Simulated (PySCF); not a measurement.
# H4N2Nd (Nd(NH2)2+): the cost of one run

Computed with PySCF 2.14.0. Level: several levels, as the steps say, no spin–orbit coupling.

2 further runs of the same task are left out: 1 for a known fault of the program, 1 that didn't finish.

### Step 1. Starting geometry

7 atoms, charge 1, spin multiplicity 1.

Bond lengths: Nd1–N2 2.135 Å, Nd1–H3 2.832 Å, Nd1–H4 2.919 Å, Nd1–N5 2.135 Å, Nd1–H6 2.911 Å, Nd1–H7 2.839 Å, N2–H3 1.033 Å, N2–H4 1.032 Å, N5–H6 1.032 Å, N5–H7 1.033 Å. Angles: N2–Nd1–H3 17.8°, N2–Nd1–H4 15.5°, N2–Nd1–N5 103.0°, N2–Nd1–H6 118.7°, N2–Nd1–H7 85.4°, H3–Nd1–H4 33.3°, H3–Nd1–N5 85.2°, H3–Nd1–H6 100.9°, H3–Nd1–H7 67.5°, H4–Nd1–N5 118.5°, H4–Nd1–H6 134.2°, H4–Nd1–H7 100.8°, N5–Nd1–H6 15.7°, N5–Nd1–H7 17.6°, H6–Nd1–H7 33.3°, Nd1–N2–H3 122.9°, Nd1–N2–H4 131.1°, H3–N2–H4 106.1° and more.

As a file:

```
Nd   -0.0533   -1.2070   -0.0076
N    -0.1067    0.1157    1.6679
H    -0.0521    1.1424    1.5730
H    -0.1809   -0.0745    2.6795
N     0.1313    0.1250   -1.6660
H     0.2056   -0.0737   -2.6762
H     0.1712    1.1525   -1.5707
```

Formal oxidation states: Nd +3. Each metal's 3 4f electrons lie in its core potential, so multiplicities, spins and levels count the valence alone. An earlier session relaxed this geometry at PBE, Nd lcecp-1-SVP with ECP49, N def2-SVP, H def2-SVP (singlet, point group Cs).

At PBE on the finer grid: E = -145.471536 Eh, HOMO -10.31 eV, LUMO -7.07 eV, Mulliken charge on Nd1 +1.06 e, largest force component 0.017 eV/Å. 

Levels to run: HF; TPSSh; TPSS; CAM-B3LYP; PBE, TZVP. Hardware: 2 threads of Intel Xeon Platinum 8375C at 2.90GHz (Ice Lake), shared host.

### Step 2. HF

File run.py (the lines that set the calculation):

```python
mol = gto.M(atom='''
Nd    -0.05331    -1.20704    -0.00761
N     -0.10668     0.11568     1.66793
H     -0.05207     1.14239     1.57301
H     -0.18094    -0.07452     2.67954
N      0.13127     0.12503    -1.66601
H      0.20559    -0.07368    -2.67616
H      0.17123     1.15251    -1.57070''',
    basis={'Nd': 'lcecp-1-SVP', 'N': 'def2-SVP', 'H': 'def2-SVP'},
    ecp={'Nd': 'lcecp-1-SVP'},
    charge=1, spin=0)
mf = scf.RHF(mol)
mf = mf.density_fit()  # fitting sets: Nd AutoAux, N def2-universal-JKFIT, H def2-universal-JKFIT
mf.conv_tol = 1e-08; mf.max_cycle = 55
mf.kernel(dm0)  # dm0: the density of the relaxed state
```

Command:

```console
$ OMP_NUM_THREADS=2 python run.py
```

**Question.** How long does this run take on 2 threads of Intel Xeon Platinum 8375C at 2.90GHz (Ice Lake), shared host?

About 2 s.
